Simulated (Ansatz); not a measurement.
Write a Python script for Ansatz 0.2.0, Python API that makes a ladder of methods at one geometry of FGeH₅O₂Si, SMILES [OH][GeH2][SiH](O)F. Level of theory (for the species named): LDA, def2-SVP basis, multiplicity 1. The script varies functional: lda, r2scan0, pbe0, blyp, hse06.

```tsv
atom	x (Å)	y (Å)	z (Å)
O	-1.7154	-0.2319	1.3001
Ge	-0.9252	0.8285	0.0819
Si	0.7710	-0.3753	-0.8884
O	1.9818	-0.8525	0.3424
F	1.6055	0.5793	-2.0216
H	-1.0750	-0.3686	1.9702
H	-0.3169	2.0912	0.7845
H	-1.8835	1.2798	-1.0263
H	0.2594	-1.5486	-1.5024
H	1.3814	-1.4532	0.9626
```

The script, `methods.py`:
```python
"""One geometry of FGeH5O2Si, method by method."""

from pathlib import Path

import ansatz as az
import numpy as np


def main() -> None:
    fgeh5o2si = (
        az.Crystal.molecule()
        .atom("O", (-1.7154, -0.2319, 1.3001))
        .atom("Ge", (-0.9252, 0.8285, 0.0819))
        .atom("Si", (0.771, -0.3753, -0.8884))
        .atom("O", (1.9818, -0.8525, 0.3424))
        .atom("F", (1.6055, 0.5793, -2.0216))
        .atom("H", (-1.075, -0.3686, 1.9702))
        .atom("H", (-0.3169, 2.0912, 0.7845))
        .atom("H", (-1.8835, 1.2798, -1.0263))
        .atom("H", (0.2594, -1.5486, -1.5024))
        .atom("H", (1.3814, -1.4532, 0.9626))
    )

    calc = fgeh5o2si.calculation().basis(gaussian="def2-SVP")

    print("functional    E (Ha)        dipole (D)   HOMO (eV)  LUMO (eV)")
    for name in ["lda", "r2scan0", "pbe0", "blyp", "hse06"]:
        report = calc.functional(name).forces().orbitals().run(threads=1, backend="cpu", runs_dir="runs").report
        lines = Path(report["orbitals_path"]).read_text().splitlines()
        field_of = lambda key: [line.split("=")[1].strip() for line in lines if line.startswith(key)]
        orbitals = [(27.211386 * float(e), s, float(n)) for e, s, n in zip(field_of("Ene="), field_of("Spin="), field_of("Occup="))]
        homo = max(e for e, _, n in orbitals if n > 0.5)
        lumo = min(e for e, _, n in orbitals if n < 0.5)
        dipole = 4.803205 * np.linalg.norm(report["charge_distribution"]["dipole_moment_e_ang"])
        print(f"{name:10s} {report['free_energy_ev'] / 27.211386246:14.6f} {dipole:9.3f} {homo:11.3f} {lumo:10.3f}")


if __name__ == "__main__":
    main()
```

```console
$ python methods.py
functional    E (Ha)        dipole (D)   HOMO (eV)  LUMO (eV)
lda          -2613.267551     2.047      -6.431     -2.133
r2scan0      -2619.119101     2.088      -8.084     -0.903
pbe0         -2618.687606     2.065      -7.828     -1.052
blyp         -2619.336354     1.960      -6.198     -1.710
hse06        -2618.671345     2.067      -7.430     -1.431
```

Total energies depend on the basis set; only differences at equal settings carry meaning. The geometry is a force-field or estimated start, not a minimum of this method, and the basis set is short of its limit. A lower total doesn't mark the better method: functionals have no common bound, and MP2 and coupled cluster aren't variational. Levels such as HOMO and LUMO are orbital energies: with these approximate functionals they aren't the ionisation energy and electron affinity, and their gap isn't the fundamental gap. hse06 follows the composition of plane-wave codes, whose totals differ by tens of mHa, up to about 0.1 Ha, from the form usual in Gaussian-basis programs (wpbeh). Finished in 22 s on 1 thread of Intel(R) Xeon(R) Platinum 8488C (Sapphire Rapids), with other jobs on the host, peak memory 0.38 GiB.

(Lines on the test bed's own set-up are left out of the output.)
